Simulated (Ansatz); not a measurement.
# C₂H₉GeNSi: a ladder of functionals and wavefunction methods

One table from this session's results is given with a row withheld; the runs are named, their logs left out.

Method: functionals in def2-TZVPP, the program's frozen cores in correlated methods; program: Ansatz 0.2.0, Gaussian basis.

The runs, in order: LDA (SPW92), PBE-D4, revPBE-D4, BLYP-D4, r2SCAN-D4, B97M-V, PBE0-D4, B3LYP-D4, r2SCANh-D4, r2SCAN0-D4, HSE06-D4, BHLYP-D4, CAM-B3LYP-D4, LC-ωPBE, ωB97X-V, ωB97M-V, B2PLYP, PBE-QIDH; CCSD(T)/def2-SVP; CCSD(T)/def2-TZVPP; MP2/def2-QZVPP; extrapolation to the limit; RPA on PBE.

## The geometry

All runs share one geometry, relaxed beforehand with PBE0-D4 in a triple-zeta def2 set.

14 atoms, charge 0, spin multiplicity 1.

Atoms are counted from 1 here; the program's logs count them from 0.

Bond lengths: C1–C2 1.334 Å, C1–H6 1.081 Å, C1–H7 1.085 Å, C2–N3 1.392 Å, C2–H8 1.089 Å, N3–Si4 1.737 Å, N3–Ge5 1.855 Å, Si4–H9 1.488 Å, Si4–H10 1.483 Å, Si4–H11 1.488 Å, Ge5–H12 1.531 Å, Ge5–H13 1.539 Å, Ge5–H14 1.539 Å. Angles: C2–C1–H6 119.8°, C2–C1–H7 123.0°, H6–C1–H7 117.2°, C1–C2–N3 126.9°, C1–C2–H8 118.2°, N3–C2–H8 115.0°, C2–N3–Si4 119.8°, C2–N3–Ge5 116.4°, Si4–N3–Ge5 123.8°, N3–Si4–H9 111.3°, N3–Si4–H10 106.7°, N3–Si4–H11 111.3°, H9–Si4–H10 109.8°, H9–Si4–H11 108.0°, H10–Si4–H11 109.8°, N3–Ge5–H12 107.4°, N3–Ge5–H13 108.5°, N3–Ge5–H14 108.6° and more.

The first run:

The input, in.yaml:

```yaml
crystal:
  periodic: [false, false, false]
  atoms:
    - {symbol: C, position_ang: [-2.073563, -0.670006, 0.381174]}
    - {symbol: C, position_ang: [-1.202828, 0.110907, -0.260062]}
    - {symbol: N, position_ang: [0.179429, 0.128028, -0.098596]}
    - {symbol: Si, position_ang: [0.928760, -0.947270, 1.041521]}
    - {symbol: Ge, position_ang: [1.116784, 1.333164, -1.152041]}
    - {symbol: H, position_ang: [-3.129712, -0.586916, 0.166415]}
    - {symbol: H, position_ang: [-1.774704, -1.401413, 1.124178]}
    - {symbol: H, position_ang: [-1.589077, 0.819134, -0.992297]}
    - {symbol: H, position_ang: [0.432160, -0.701500, 2.421983]}
    - {symbol: H, position_ang: [2.387336, -0.686006, 0.978159]}
    - {symbol: H, position_ang: [0.656866, -2.369628, 0.701220]}
    - {symbol: H, position_ang: [2.600353, 1.188466, -0.803664]}
    - {symbol: H, position_ang: [0.602988, 2.751261, -0.847557]}
    - {symbol: H, position_ang: [0.852309, 1.002481, -2.631433]}
basis:
  gaussian: {orbitals: def2-TZVPP}
hamiltonian: {xc: lda}
output: {orbitals: {seedname: orbitals}}
```

Command:

```bash
ansatz run in.yaml --threads 4 --pin off --events-out ev --progress --plain --max-ram 11315MiB
```

Steps of the session up to this table: LDA; PBE-D4 (GGA); revPBE-D4 (GGA); BLYP-D4 (GGA); r2SCAN-D4 (meta-GGA); B97M-V (meta-GGA); PBE0-D4 (hybrid); B3LYP-D4 (hybrid); r2SCANh-D4 (hybrid); r2SCAN0-D4 (hybrid); HSE06-D4 (hybrid); BHLYP-D4 (hybrid); CAM-B3LYP-D4 (range-separated); LC-ωPBE (range-separated); ωB97X-V (range-separated); ωB97M-V (range-separated); B2PLYP (double hybrid); PBE-QIDH (double hybrid).

One table of the session follows, with a row left open; its other results are not shown here.

It belongs to the step «Frontier levels by functional». 

| functional | HOMO (eV) | gap (eV) |
| --- | --- | --- |
| LDA (SPW92) | -5.35 | 4.29 |
| PBE-D4 | -5.19 | 4.40 |
| revPBE-D4 | -5.12 | 4.47 |
| BLYP-D4 | -5.03 | 4.40 |
| r2SCAN-D4 | -5.37 | 4.93 |
| B97M-V | -5.47 | 4.84 |
| PBE0-D4 | -6.26 | 6.35 |
| B3LYP-D4 | ? | ? |
| r2SCANh-D4 | -5.78 | 5.63 |
| r2SCAN0-D4 | -6.40 | 6.68 |
| HSE06-D4 | -5.87 | 5.58 |
| BHLYP-D4 | -7.22 | 8.21 |
| CAM-B3LYP-D4 | -7.53 | 8.64 |
| LC-ωPBE | -8.85 | 11.14 |
| ωB97X-V | -8.51 | 10.63 |
| ωB97M-V | -8.45 | 10.27 |

Estimate the missing values for B3LYP-D4.

Worked estimate for «HOMO (eV)». Against the share of exact exchange, BLYP-D4 (0, -5.03), BHLYP-D4 (0.5, -7.22) give a slope of -4.38 per unit share; at 0.2 the line stands at -5.91.

As computed: HOMO (eV): -6.05; gap (eV): 5.94. In «HOMO (eV)» the line misses by +0.14.
